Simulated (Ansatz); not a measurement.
**InSb3 in Ansatz: the effect of functional**

InSb3:

```
Sb In
1.0
     0.00000    3.76909    3.76909
     3.76909    0.00000    3.76909
     3.76909    3.76909    0.00000
Sb In
3 1
Direct
  0.50000 0.50000 0.50000
  0.75000 0.75000 0.75000
  0.25000 0.25000 0.25000
  0.00000 0.00000 0.00000
```

The cell comes from a database or a generator and needn't be the stable form of this composition.

The cell isn't the ideal one: volume scaled by 0.98.

Alike in all runs:

- Program: Ansatz 0.2.0
- Task: single point
- Potentials or basis: Ansatz PAW
- k mesh: 6 × 6 × 6
- Occupations: fermi-dirac, width 0.05 eV
- Spin: no spin polarisation

```tsv
functional	cutoff	pressure (GPa)
LDA	420 eV (not typed: the program's choice for these potentials)	?
r2SCAN	500 eV (not typed: the program's choice for these potentials)	0.0
PBE	420 eV (not typed: the program's choice for these potentials)	0.9
```

Question: What does the run with functional LDA give?

Answer: Pressure -3.3 GPa.

Caveats: the PAW data sets come from PBE, with cores solved anew for the run's functional, which leaves a small shift of forces and pressure (some runs).
